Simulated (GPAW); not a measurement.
Crystal: As2Se.

```xyz
6
Lattice="-3.5294 3.5294 2.6536 3.5294 -3.5294 2.6536 3.5294 3.5294 -2.6536" Properties=species:S:1:pos:R:3 pbc="T T T"
Se    3.5294    0.0000    1.3268
Se    0.0000    0.0000    2.6536
As   -1.7647    3.5294    1.9902
As    1.7647    3.5294    1.9902
As    0.0000    1.7647    0.6634
As    0.0000    5.2941    0.6634
```

The cell comes from a database or a generator and needn't be the stable form of this composition.

Base run:

```yaml
Program: GPAW 26.7.0
Functional: r2SCAN
Potentials_or_basis: GPAW PAW data sets (gpaw-data 1.2.1)
Cutoff: 600 eV
Basis: pw
k_mesh: 5 × 5 × 5
Occupations: fermi-dirac, width 0.05 eV
Spin: no spin polarisation
```

Its results: pressure -1.4 GPa.

**Question.** The run is repeated on the same cell with these changes: functional from r2SCAN to PBE. What comes out?

**Answer.** Pressure 0.2 GPa.

Caveats: the PAW data sets were made with another functional, which shifts forces and pressure a little (some runs).
